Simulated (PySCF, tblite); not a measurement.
# Cl₃GeH₃HfO, a small molecule taken as a stand-in for a surface group (germyl): NMR shifts, core binding energies and electronic excitations

Wanted: the NMR shifts, core binding energies and electronic excitations for `[Cl][Hf]([Cl])([Cl])[O][GeH3]`.

Computed with tblite 0.8.0 and PySCF 2.14.0; each step states its level. No surroundings beyond the atoms listed, unless a continuum is named. Atoms count from 0, parts from 1.

## (1) Starting point

9 atoms, charge 0, multiplicity 1; geometry: distance geometry start.

## (2) Geometry optimisation with GFN2-xTB

What the job is given:

```
{"job": {"kind": "relax", "xc": "GFN2-xTB", "basis": "xTB"}, "charge": 0, "multiplicity": 1}
Ge    -0.742442     0.778959    -1.158961
O      0.706808     1.129389    -0.052115
Hf     1.981673    -0.312569     0.749200
Cl     4.163898     0.021540    -0.127667
Cl     2.011692    -0.142639     3.104233
Cl     1.202079    -2.459472     0.118413
H     -1.969789     0.630864    -0.316173
H     -0.474321    -0.490451    -1.950657
H     -0.931680     1.924669    -2.108927
```

Level: GFN2-xTB geometry optimisation, gas phase.

Run with:

```bash
$ OMP_NUM_THREADS=1 python cluster_run.py task.json out
```

The driver reads the jobs from task.json and runs them one after another.

The program printed:

```text
step      E/eV     max force
  0    -622.53615    1.623
  1    -622.63514    1.155
  2    -622.86447    2.092
  3    -622.93635    0.921
  4    -623.03130    0.588
  5    -623.07784    1.023
  6    -623.10238    0.755
  7    -623.11998    0.382
  8    -623.12914    0.459
  9    -623.14294    0.503
 10    -623.16036    0.568
 11    -623.16953    0.336
 12    -623.17277    0.144
 13    -623.17597    0.255
 14    -623.18133    0.402
 15    -623.19110    0.510
 16    -623.20266    0.496
 17    -623.21169    0.352
 18    -623.21725    0.204
 19    -623.21982    0.204
 20    -623.22363    0.238
 21    -623.23040    0.264
 22    -623.23854    0.267
 23    -623.24549    0.220
 24    -623.25027    0.205
 25    -623.25327    0.177
 26    -623.25561    0.153
 27    -623.25837    0.186
 28    -623.26183    0.215
 29    -623.26668    0.285
 30    -623.27383    0.333
 31    -623.28425    0.335
 32    -623.29847    0.397
 33    -623.31222    0.331
 34    -623.31940    0.231
 35    -623.32380    0.173
 36    -623.32621    0.175
 37    -623.32929    0.193
 38    -623.33552    0.249
 39    -623.34323    0.290
 40    -623.34905    0.209
 41    -623.35177    0.120
 42    -623.35318    0.118
 43    -623.35486    0.127
 44    -623.35771    0.150
 45    -623.36172    0.191
 46    -623.36525    0.142
 47    -623.36684    0.068
 48    -623.36724    0.041
 49    -623.36743    0.047
 50    -623.36768    0.063
 51    -623.36820    0.080
 52    -623.36899    0.097
 53    -623.37005    0.096
 54    -623.37091    0.071
 55    -623.37127    0.030
 56    -623.37136    0.027
 57    -623.37142    0.024
 58    -623.37154    0.032
 59    -623.37168    0.036
 60    -623.37182    0.030
 61    -623.37189    0.024
 62    -623.37192    0.014
 63    -623.37193    0.012
 64    -623.37195    0.013
 65    -623.37199    0.023
 66    -623.37204    0.032
 67    -623.37210    0.032
 68    -623.37215    0.026
 69    -623.37219    0.024
 70    -623.37223    0.025
 71    -623.37230    0.031
 72    -623.37245    0.044
 73    -623.37275    0.058
 74    -623.37317    0.065
 75    -623.37362    0.061
 76    -623.37397    0.058
 77    -623.37425    0.050
 78    -623.37466    0.060
 79    -623.37534    0.088
 80    -623.37626    0.126
 81    -623.37760    0.152
 82    -623.37955    0.187
 83    -623.37875    0.297
 84    -623.38466    0.252
 85    -623.38778    0.195
 86    -623.39762    0.201
 87    -623.39969    0.165
 88    -623.40204    0.166
 89    -623.40355    0.092
 90    -623.40416    0.049
 91    -623.40442    0.042
 92    -623.40449    0.020
 93    -623.40453    0.016
 94    -623.40455    0.010
 95    -623.40456    0.011
 96    -623.40458    0.011
 97    -623.40460    0.012
 98    -623.40463    0.016
 99    -623.40467    0.017
100    -623.40471    0.014
101    -623.40473    0.015
102    -623.40476    0.015
103    -623.40478    0.012
104    -623.40479    0.006
```

It took 1.4 s on 1 thread of Arm Neoverse V1, shared host.

Step by step:

```tsv
step	energy from step 0 (eV)	largest force (eV/Å)
0	0.0000	1.6233
4	-0.4951	0.5873
8	-0.5930	0.4588
12	-0.6366	0.1434
16	-0.6665	0.4966
20	-0.6875	0.2380
24	-0.7141	0.2049
28	-0.7257	0.2155
32	-0.7623	0.3970
36	-0.7901	0.1749
40	-0.8129	0.2087
44	-0.8216	0.1502
48	-0.8311	0.0410
52	-0.8328	0.0974
56	-0.8352	0.0269
60	-0.8357	0.0303
64	-0.8358	0.0127
68	-0.8360	0.0260
72	-0.8363	0.0438
76	-0.8378	0.0578
80	-0.8401	0.1257
84	-0.8485	0.2521
88	-0.8659	0.1662
92	-0.8683	0.0201
96	-0.8684	0.0112
100	-0.8686	0.0142
104	-0.8686	0.0059
```

Close pairs (by a distance rule), those that changed most:

```tsv
bond	before (Å)	after (Å)	change (Å)
Ge0–Hf2	3.500	2.863	-0.638
O1–Hf2	2.085	1.846	-0.239
Hf2–Cl3	2.375	2.237	-0.138
Hf2–Cl5	2.370	2.251	-0.119
Hf2–Cl4	2.361	2.249	-0.112
Ge0–O1	1.857	1.751	-0.106
Ge0–H6	1.496	1.507	+0.010
Ge0–H8	1.500	1.510	+0.009
```

## (3) Optimising the geometry at PBE0-D3(BJ)/def2-SVP

What the job is given:

```
{"job": {"xc": "PBE0", "basis": "def2-SVP", "d3": "d3bj", "grid": 2, "kind": "geom", "shake": 0.01}, "charge": 0, "multiplicity": 1}
Ge    -1.064297     0.465988    -0.910833
O     -0.187302     1.172346     0.416894
Hf     0.970581    -0.148363     0.942445
Cl     2.811865    -0.365298    -0.379058
Cl     1.712127    -0.235265     3.068680
Cl    -0.239971    -2.017378     0.745939
H     -2.279257    -0.272320    -0.425622
H     -0.142626    -0.338855    -1.802822
H     -1.536872     1.715997    -1.664171
```

The program printed:

```text
step   0  E = -3581.37909092  max force = 0.055087
step   1  E = -3581.40706962  max force = 0.022540
step   2  E = -3581.41422729  max force = 0.013482
step   3  E = -3581.42131393  max force = 0.006345
step   4  E = -3581.42408393  max force = 0.007162
step   5  E = -3581.42568027  max force = 0.005559
step   6  E = -3581.42751177  max force = 0.003227
step   7  E = -3581.42825294  max force = 0.003067
step   8  E = -3581.42886172  max force = 0.003292
step   9  E = -3581.42922403  max force = 0.002623
step  10  E = -3581.42941143  max force = 0.002472
step  11  E = -3581.42950047  max force = 0.001122
step  12  E = -3581.42945148  max force = 0.002167
step  13  E = -3581.42953267  max force = 0.000551
step  14  E = -3581.42954107  max force = 0.000317
optimisation converged
```

Run time: 4.4 min. Hardware: 1 thread of Arm Neoverse V1, shared host; peak memory 0.8 GiB.

The steps of the relaxation: (the energy doesn't fall at every step)

```tsv
step	energy from step 0 (eV)	largest force component (eV/Å)
0	0.0000	2.8327
1	-0.7613	1.1591
2	-0.9561	0.6933
3	-1.1489	0.3263
4	-1.2243	0.3683
5	-1.2678	0.2859
6	-1.3176	0.1659
7	-1.3378	0.1577
8	-1.3543	0.1693
9	-1.3642	0.1349
10	-1.3693	0.1271
11	-1.3717	0.0577
12	-1.3704	0.1114
13	-1.3726	0.0283
14	-1.3728	0.0163
```

Distances of close pairs at the start and the end, largest changes first:

```tsv
bond	before (Å)	after (Å)	change (Å)
Ge0–Hf2	2.820	3.683	+0.863
Hf2–Cl5	2.235	2.350	+0.115
Hf2–Cl4	2.254	2.349	+0.095
Hf2–Cl3	2.277	2.348	+0.071
Ge0–O1	1.741	1.795	+0.055
O1–Hf2	1.833	1.888	+0.054
Ge0–H6	1.502	1.534	+0.032
Ge0–H7	1.514	1.534	+0.020
```

The end geometry stands in the next job.

```tsv
at the end point	value
point group (found at 0.08 Å tolerance)	C3
rotational constants (GHz, main isotopes)	0.956, 0.395, 0.394
dipole moment (D)	3.72
```

## (4) Nuclear shieldings: PBE0/def2-SVP+pcSseg-1

What the job is given:

```
{"job": {"kind": "nmr", "xc": "PBE0", "basis": {"default": "pcSseg-1", "Hf": "def2-SVP"}}, "charge": 0, "multiplicity": 1}
Ge    -1.346189     0.710235    -1.189912
O     -0.091531     0.037393    -0.095869
Hf     1.222404    -0.651920     1.070828
Cl     3.318983    -0.390630     0.046425
Cl     1.131032     0.575780     3.071250
Cl     0.761463    -2.924368     1.453082
H     -2.702268     0.297294    -0.602423
H     -1.098454     0.090966    -2.571679
H     -1.151239     2.232113    -1.190130
```

Method: GIAO PBE0/pcSseg-1 Hf:def2-SVP NMR shielding, scalar relativity only through core potentials, gas phase.

The program printed:

```text
coarse grid: 47800 points
cycle   1  E = -3581.5720045706  dE = -1.301e+01  |g| = 1.359e+00  |ddm| = 7.773e+00
cycle   2  E = -3580.8705560489  dE =  7.014e-01  |g| = 2.232e+00  |ddm| = 2.732e+00
cycle   3  E = -3581.8403953315  dE = -9.698e-01  |g| = 4.731e-01  |ddm| = 1.898e+00
cycle   4  E = -3581.8734197176  dE = -3.302e-02  |g| = 1.942e-01  |ddm| = 4.101e-01
cycle   5  E = -3581.8800747265  dE = -6.655e-03  |g| = 7.150e-02  |ddm| = 2.073e-01
cycle   6  E = -3581.8813606925  dE = -1.286e-03  |g| = 1.051e-02  |ddm| = 7.593e-02
cycle   7  E = -3581.8813784519  dE = -1.776e-05  |g| = 3.347e-03  |ddm| = 1.303e-02
cycle   8  E = -3581.8813806864  dE = -2.235e-06  |g| = 4.829e-04  |ddm| = 3.364e-03
final grid: 90976 points
cycle   9  E = -3581.8815003520  dE = -2.151e-08  |g| = 8.475e-04  |ddm| = 1.482e-03
cycle  10  E = -3581.8814999034  dE =  4.486e-07  |g| = 1.768e-03  |ddm| = 1.639e-03
cycle  11  E = -3581.8815004926  dE = -5.893e-07  |g| = 1.247e-04  |ddm| = 1.049e-03
cycle  12  E = -3581.8815004951  dE = -2.412e-09  |g| = 1.781e-05  |ddm| = 9.649e-05
cycle  13  E = -3581.8815004951  dE = -5.275e-11  |g| = 4.761e-06  |ddm| = 1.541e-05
converged SCF energy = -3581.8815004951

GIAO shielding tensors (ppm)
atom      isotropic    diamagn.    paramagn.     s11        s22        s33       span
  0 Ge    1393.249    2754.113   -1360.865   1284.897   1285.534   1609.314    324.417
  1 O       55.086     405.416    -350.330    -54.561    -53.462    273.281    327.842
  2 Hf         nan         nan         nan        nan        nan        nan        nan
  3 Cl     553.921    1149.703    -595.782    225.558    417.802   1018.402    792.845
  4 Cl     554.695    1149.713    -595.018    226.146    418.929   1019.012    792.866
  5 Cl     555.779    1149.695    -593.915    228.244    419.597   1019.497    791.253
  6 H       25.919      27.119      -1.200     19.666     22.393     35.697     16.031
  7 H       25.925      27.097      -1.172     19.672     22.378     35.724     16.052
  8 H       25.915      27.130      -1.215     19.659     22.405     35.681     16.023
```

It took 27 s on 1 thread of Arm Neoverse V1, shared host; peak memory 0.97 GiB.

Shifts follow as δ = σ(reference) − σ, with reference shieldings (ppm) from runs at the same level and on the same kind of geometry: ¹H TMS 31.27, ¹⁷O H2O 334.6, ⁷³Ge GeMe4 1330, ³⁵Cl HCl 943. The references are single molecules in the gas phase, so shifts against H2O, NH3, PH3, H3PO4 or CFCl3 are not on the usual liquid scales and can be off by tens of ppm. Atoms listed in one row are averaged.

```tsv
atoms	environment	σ (ppm)	δ (ppm)
H8	hydrogen on a germanium bonded to O	25.91	5.35
H6	hydrogen on a germanium bonded to O	25.92	5.35
H7	hydrogen on a germanium bonded to O	25.93	5.34
Ge0	germanium bonded to O, 3 H	1393	-63
O1	oxygen bonded to Ge, Hf	55.1	279.5
Cl4	chlorine bonded to Hf	555	389
Cl3, Cl5	chlorine bonded to Hf	555	388
```

Atoms past Kr carry core potentials, so their printed shieldings have no meaning and are left out of the table.

The run also stored atomic charges by several schemes (e):

```tsv
atoms	Mulliken	ESP fit
Ge0	0.55	0.38
O1	-0.82	-0.38
Hf2	1.27	0.88
Cl3, Cl5	-0.34	-0.26
Cl4	-0.34	-0.26
```

Mayer bond orders: Ge0–O1 0.64, O1–Hf2 1.17, Hf2–Cl3 1.07, Hf2–Cl4 1.07, Hf2–Cl5 1.07.

With diffuse functions Mulliken charges and Mayer bond orders lose their meaning; the other schemes are steadier.

## (5) Core-electron binding energies: SCAN, X2C

Settings changed since step 4:

```diff
@@ -1,2 +1,2 @@
-{"job": {"kind": "nmr", "xc": "PBE0", "basis": {"default": "pcSseg-1", "Hf": "def2-SVP"}}, "charge": 0, "multiplicity": 1}
+{"job": {"kind": "xps", "holes": 5}, "charge": 0, "multiplicity": 1}
 Ge    -1.346189     0.710235    -1.189912
```

Level: delta-SCF UKS SCAN, pcX-2 on the ionised atom, pcseg-1 elsewhere (x2c-SVPall past Kr), spin-free X2C.

The program printed:

```text
ground state, core basis on atom 1 (O), 207 functions
  cycle   1  E = -18635.43602807  |g| = 1.18e+00
  cycle   2  E = -18630.88949079  |g| = 4.50e+00
  cycle   3  E = -18635.65909963  |g| = 4.13e-01
  cycle   4  E = -18635.69657017  |g| = 2.01e-01
  cycle   5  E = -18635.70534043  |g| = 6.72e-02
  cycle   6  E = -18635.70622260  |g| = 4.48e-02
  cycle   7  E = -18635.70668096  |g| = 4.28e-03
  cycle   8  E = -18635.70667346  |g| = 1.44e-03
  cycle   9  E = -18635.70668288  |g| = 3.49e-04
  E(ground) = -18636.12677853 Eh
hole in O 1s of atom 1
  cycle   1  E = -18615.07034503  |g| = 2.25e+00
  cycle   2  E = -18614.14817366  |g| = 2.43e+00
  cycle   3  E = -18615.64509739  |g| = 6.98e-01
  cycle   4  E = -18615.26800684  |g| = 1.15e+00
  cycle   5  E = -18615.93282631  |g| = 1.21e-01
  cycle   6  E = -18615.93853938  |g| = 5.32e-02
  cycle   7  E = -18615.93991315  |g| = 9.99e-03
  cycle   8  E = -18615.93996849  |g| = 2.30e-03
  cycle   9  E = -18615.93996882  |g| = 1.43e-03
  cycle  10  E = -18615.93997443  |g| = 5.68e-04
  cycle  11  E = -18615.93997343  |g| = 2.33e-04
  E(ion) = -18616.36129827 Eh   <S^2> = 0.7642   hole on atom = 1.000   binding energy = 537.846 eV
ground state, core basis on atom 3 (Cl), 218 functions
  cycle   1  E = -18635.85344458  |g| = 5.05e-01
  cycle   2  E = -18635.83267379  |g| = 3.52e-01
  cycle   3  E = -18635.79887461  |g| = 5.38e-01
  cycle   4  E = -18635.85726375  |g| = 2.76e-02
  cycle   5  E = -18635.85741090  |g| = 1.45e-02
  cycle   6  E = -18635.85744756  |g| = 7.36e-03
  cycle   7  E = -18635.85746437  |g| = 1.38e-03
  cycle   8  E = -18635.85745832  |g| = 4.05e-04
  E(ground) = -18636.26408471 Eh
hole in Cl 2p of atom 3
  cycle   1  E = -18627.78764578  |g| = 1.72e+00
  cycle   2  E = -18627.77516969  |g| = 1.29e+00
  cycle   3  E = -18628.07622062  |g| = 5.78e-01
  cycle   4  E = -18628.21368874  |g| = 3.58e-01
  cycle   5  E = -18628.25864773  |g| = 1.39e-01
  cycle   6  E = -18628.26772892  |g| = 6.04e-02
  cycle   7  E = -18628.26929794  |g| = 1.49e-02
  cycle   8  E = -18628.26940454  |g| = 2.11e-03
  cycle   9  E = -18628.26940181  |g| = 5.38e-04
  cycle  10  E = -18628.26939741  |g| = 2.20e-04
  E(ion) = -18628.68508340 Eh   <S^2> = 0.7517   hole on atom = 1.001   binding energy = 206.235 eV
  2p3/2 = 205.666 eV   2p1/2 = 207.320 eV
ground state, core basis on atom 4 (Cl), 218 functions
  cycle   1  E = -18635.85699937  |g| = 4.85e-01
  cycle   2  E = -18635.85696052  |g| = 5.12e-02
  cycle   3  E = -18635.85547941  |g| = 8.43e-02
  cycle   4  E = -18635.85732770  |g| = 2.45e-02
  cycle   5  E = -18635.85744644  |g| = 7.33e-03
  cycle   6  E = -18635.85744448  |g| = 3.20e-03
  cycle   7  E = -18635.85745388  |g| = 3.36e-04
  E(ground) = -18636.26407034 Eh
hole in Cl 2p of atom 4
  cycle   1  E = -18627.78641579  |g| = 1.71e+00
  cycle   2  E = -18627.77463609  |g| = 1.28e+00
  cycle   3  E = -18628.07377162  |g| = 5.78e-01
  cycle   4  E = -18628.21250290  |g| = 3.56e-01
  cycle   5  E = -18628.25676100  |g| = 1.39e-01
  cycle   6  E = -18628.26585290  |g| = 6.06e-02
  cycle   7  E = -18628.26744205  |g| = 1.49e-02
  cycle   8  E = -18628.26754594  |g| = 2.10e-03
  cycle   9  E = -18628.26754617  |g| = 5.45e-04
  cycle  10  E = -18628.26754898  |g| = 2.17e-04
  E(ion) = -18628.68413345 Eh   <S^2> = 0.7517   hole on atom = 1.001   binding energy = 206.261 eV
  2p3/2 = 205.694 eV   2p1/2 = 207.347 eV
```

It took 29 s on 1 thread of Arm Neoverse V1, shared host; peak memory 0.79 GiB.

Atoms past Kr, which the light-atom basis doesn't hold, take an all-electron relativistic set.

The holes in one table. −ε is the ground-state orbital energy:

```tsv
hole	stands for	environment	ΔSCF (eV; 2p as the shell's mean)	−ε (eV)	⟨S²⟩
O1s on O1	O1	oxygen bonded to Ge, Hf	537.85	517.5	0.764
Cl2p on Cl3	Cl3, Cl5	chlorine bonded to Hf	206.22	193.7	0.752
Cl2p on Cl4	Cl4	chlorine bonded to Hf	206.24	193.7	0.752
```

Each hole run stands for the others of its class of like atoms.

With the spin-orbit splitting: Cl3 2p3/2 205.67, 2p1/2 207.32 eV; Cl4 2p3/2 205.69, 2p1/2 207.35 eV. The table gives each 2p level as the mean over the whole 2p shell (two parts 2p3/2, one part 2p1/2), which differs a little from the single hole in the log.

## (6) Excited states and response: CAM-B3LYP/def2-SVPD

Settings changed since step 5:

```diff
@@ -1,2 +1,2 @@
-{"job": {"kind": "xps", "holes": 5}, "charge": 0, "multiplicity": 1}
+{"job": {"kind": "uv", "xc": "CAM-B3LYP", "basis": "def2-SVPD", "nstates": 6, "ntriplets": 2, "ip": true}, "charge": 0, "multiplicity": 1}
 Ge    -1.346189     0.710235    -1.189912
```

With the program's defaults for keys left out, this is: TDDFT CAM-B3LYP/def2-SVPD, vertical, gas phase, core orbitals frozen in the response.

The program printed:

```text
coarse grid: 47800 points
cycle   1  E = -3582.1420304320  dE = -1.326e+01  |g| = 1.002e+00  |ddm| = 8.644e+00
cycle   2  E = -3581.8998740092  dE =  2.422e-01  |g| = 1.515e+00  |ddm| = 2.274e+00
cycle   3  E = -3582.3348858965  dE = -4.350e-01  |g| = 2.275e-01  |ddm| = 1.268e+00
cycle   4  E = -3582.3443204306  dE = -9.435e-03  |g| = 7.721e-02  |ddm| = 3.238e-01
cycle   5  E = -3582.3454401947  dE = -1.120e-03  |g| = 2.125e-02  |ddm| = 1.148e-01
cycle   6  E = -3582.3455517797  dE = -1.116e-04  |g| = 4.130e-03  |ddm| = 3.360e-02
cycle   7  E = -3582.3455556718  dE = -3.892e-06  |g| = 1.404e-03  |ddm| = 7.585e-03
final grid: 90976 points
cycle   8  E = -3582.3456191793  dE = -8.155e-08  |g| = 1.499e-03  |ddm| = 4.131e-03
cycle   9  E = -3582.3456189374  dE =  2.419e-07  |g| = 1.745e-03  |ddm| = 4.448e-03
cycle  10  E = -3582.3456196760  dE = -7.387e-07  |g| = 1.658e-04  |ddm| = 2.563e-03
cycle  11  E = -3582.3456196810  dE = -4.941e-09  |g| = 3.968e-05  |ddm| = 1.770e-04
cycle  12  E = -3582.3456196813  dE = -3.456e-10  |g| = 2.194e-05  |ddm| = 5.974e-05
converged SCF energy = -3582.3456196813

Static polarisability (au): isotropic 113.492, principal 110.386 110.592 119.499

Singlet excitations
state   eV       nm        f      main configurations
  1   6.6088    187.6   0.00001   H-1->L 0.44, H-2->L+1 0.36
  2   6.6735    185.8   0.00020   H->L 0.29, H-2->L+1 0.21, H-1->L 0.19
  3   6.6762    185.7   0.00013   H->L+1 0.29, H-2->L 0.20, H-1->L+1 0.19
  4   6.8503    181.0   0.04250   H->L 0.54, H-5->L+1 0.19, H-2->L+1 0.09
  5   6.8525    180.9   0.03598   H->L+1 0.42, H-2->L 0.29, H-5->L 0.15
  6   6.8573    180.8   0.02045   H-1->L+1 0.45, H-2->L 0.15, H->L+1 0.11

Triplet excitations (Tamm-Dancoff, eV): 6.2982 6.3062
Vertical ionisation energy (delta-SCF) = 11.3654 eV
```

Wall time 4.9 min (1 thread of Arm Neoverse V1, shared host); peak memory 1.2 GiB.

Frontier orbitals and where they lie:

```tsv
orbital	eV	atoms
HOMO−3	-11.15	Cl5 26 %, Cl4 20 %, O1 12 %
HOMO−2	-10.67	Cl5 39 %, O1 19 %, Cl4 16 %
HOMO−1	-10.66	Cl3 33 %, Cl4 26 %, O1 19 %
HOMO	-10.63	Cl3 33 %, Cl4 32 %, Cl5 32 %
LUMO	-0.42	Hf2 67 %, Cl4 13 %, Cl3 10 %
LUMO+1	-0.41	Hf2 67 %, Cl5 14 %, Cl3 10 %
LUMO+2	-0.09	Hf2 33 %, Ge0 21 %, O1 8 %
```

With each of the 6 states as a Gaussian band of 0.4 eV half-width at 1/e, the curve within the window shown has maxima at 181 nm (ε 4,000) L/(mol cm). Beyond the last state computed it falls off for lack of states. The curve at chosen wavelengths:

nm, ε (L/mol/cm) and a bar:
```
      173       2245 #################
      174       2598 ###################
      176       3256 ########################
      177       3531 ##########################
      178       3752 ############################
      180       3998 ##############################
      181       4014 ##############################
      182       3959 ##############################
      184       3660 ###########################
      185       3434 ##########################
      186       3173 ########################
      188       2590 ###################
      189       2291 #################
      190       1999 ###############
      191       1722 #############
      193       1230 #########
      194       1021 #######
      195        838 ######
      197        546 ####
      198        434 ###
      199        341 ##
      201        205 #
      202        157 #
      203        119 #
      205         67 
      206         49
```

Further results of this job:

```tsv
property	computed
dipole moment (D)	3.75
polarisability (Å³)	16.82
HOMO–LUMO gap (eV)	10.21
−ε(HOMO) (eV)	10.63
```

## (7) What came out

```
                                                                         quantity                        value
                                                                      point group                           C3
                                             rotational constants (main isotopes)         0.96, 0.39, 0.39 GHz
                                   ¹H shifts against TMS (PBE0/def2-SVP+pcSseg-1)         5.35, 5.35, 5.34 ppm
                               ⁷³Ge shifts against GeMe4 (PBE0/def2-SVP+pcSseg-1)                      -63 ppm
                                  ¹⁷O shifts against H2O (PBE0/def2-SVP+pcSseg-1)                    279.5 ppm
³⁵Cl shifts against HCl (PBE0/def2-SVP+pcSseg-1, means over atoms taken as alike)                 389, 388 ppm
                                                Cl2p binding energies, SCAN/pcX-2    Cl4 206.24, Cl3 206.22 eV
                                                 O1s binding energies, SCAN/pcX-2                 O1 537.85 eV
                                             lowest singlet (CAM-B3LYP/def2-SVPD)  6.61 eV (188 nm), f = 0.000
                                         brightest single state of those computed  state 4, 6.85 eV, f = 0.043
                                                                   lowest triplet                      6.30 eV
                                                vertical ionisation energy (ΔSCF)                     11.37 eV
```

The optimisation took 14 steps and gained 1.373 eV; among the close pairs (by a distance rule), Ge0–Hf2 changed most, from 2.820 to 3.683 Å (PBE0/def2-SVP). The Cl2p levels computed lie within 0.03 eV of one another, too close to rank. The lowest singlet, at 6.61 eV, is HOMO−1→LUMO 0.44, HOMO−2→LUMO+1 0.36 and is dark; of the 6 states computed, the strongest absorption comes from states 4 to 6 together at 6.85 eV (the last computed, so partners may be missing). The lowest triplet lies 0.31 eV below the lowest singlet (triplets in Tamm-Dancoff, singlets in full TDDFT). Spin-orbit coupling, left out, mixes singlets and triplets in elements this heavy. The orbital energy would give 10.63 eV for ionisation, ΔSCF gives 11.37 eV. In this run the hole sits in HOMO−1, not in the HOMO; unless the two are degenerate, this need not be the first ionisation. Spin-orbit coupling is left out, which matters for shieldings and couplings at and beside the heavy atoms.
